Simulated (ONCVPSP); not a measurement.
# Carbon: generating and testing an ONCV potential

Task: generate the file, and judge it by its errors in other configurations, its logarithmic derivatives, its ghosts and its cutoff.

Program: ONCVPSP 4.0.1. Reference atom: PBE, scalar-relativistic, spherical and spin-unpolarised. All values are calculated.

## 1. Starting point

Typed settings, in words:

```json
{
 "element": "carbon (C, Z = 6)",
 "type": "optimised norm-conserving Vanderbilt (ONCV)",
 "frozen core": "[He]",
 "valence charge": "4",
 "reference configuration": "2s1 (charge +3)",
 "partial waves": "2s: rc 1.00 bohr, ncon 4, nbas 7, qcut 6.4 1/bohr, 1 projector; p scattering state at 0.14 Ha: rc 0.95 bohr, ncon 3, nbas 8, qcut 9.9 1/bohr, 2 projectors, debl 3.3 Ha",
 "local potential": "polynomial inside 0.65 bohr (lpopt 5, dvloc0 0 Ha)",
 "core correction": "polynomial model core, fcfact 0.55"
}
```

## 2. The generation run

Input file C.dat:

```
# ATOM AND REFERENCE CONFIGURATION
# atsym  z   nc   nv     iexc    psfile
  C 6.00    1    1        4      upf
#
#   n    l    f
    1    0    2.00
    2    0    1.00
#
# PSEUDOPOTENTIAL AND OPTIMIZATION
# lmax
    1
#
#   l,   rc,      ep,       ncon, nbas, qcut
    0    1.00    0.00    4    7    6.40
    1    0.95    0.14    3    8    9.90
#
# LOCAL POTENTIAL
# lloc, lpopt,  rc(5),   dvloc0
    4    5    0.65    0.00
#
# VANDERBILT-KLEINMAN-BYLANDER PROJECTORs
# l, nproj, debl
    0    1    1.30
    1    2    3.30
#
# MODEL CORE CHARGE
# icmod, fcfact, rcfact
    1    0.55    0.00
#
# LOG DERIVATIVE ANALYSIS
# epsh1, epsh2, depsh
   -4.00    5.00    0.02
#
# OUTPUT GRID
# rlmax, drl
    6.00    0.01
#
# TEST CONFIGURATIONS
# ncnf
    4
# nvcnf
#   n    l    f
    2
    2    0    2.00
    2    1    2.00
#
    2
    2    0    2.00
    2    1    1.00
#
    1
    2    0    2.00
#
    2
    2    0    1.00
    2    1    2.00
#
```

Started as:

```bash
oncvpsp.x < C.dat > C.out
```

Q: Predict the outcome of this session. Wanted: cutoffs for 1 and 0.1 mHa per electron, occupied waves; bound ghosts; GHOST(+) flags; largest test error; largest phase difference near zero energy, channels read; rms error of d²Exc/dn², without and with the model core; projector energies reset by the program.

**Answer**, as computed:

```
                                                quantity                  value
  cutoffs for 1 and 0.1 mHa per electron, occupied waves        23 Ha and 83 Ha
                                            bound ghosts             none found
                                          GHOST(+) flags     none at low energy
                            largest test error (AE − PS)  +210 meV, for 2s2 2p2
largest phase difference near zero energy, channels read              0.018 rad
 rms error of d²Exc/dn², without and with the model core     16.19 and 2.06 mHa
                 projector energies reset by the program     p: 0.050, 3.350 Ha
```

What this shows: The worst unpolarised test, 2s2 2p2, is off by 210 meV on 83.2 eV; by total energies transferability rates as fair for so large an energy. The potential is of middling hardness: the looser tolerance needs 23 Ha. The tighter tolerance needs 83 Ha, and converged work needs a cutoff nearer that. That counts occupied waves only; other projectors can need more. No bound ghost shows below the valence levels. Near zero energy the phases of the channels with partial waves agree within 0.018 rad. These are tests on the free atom; a crystal test is still owed.
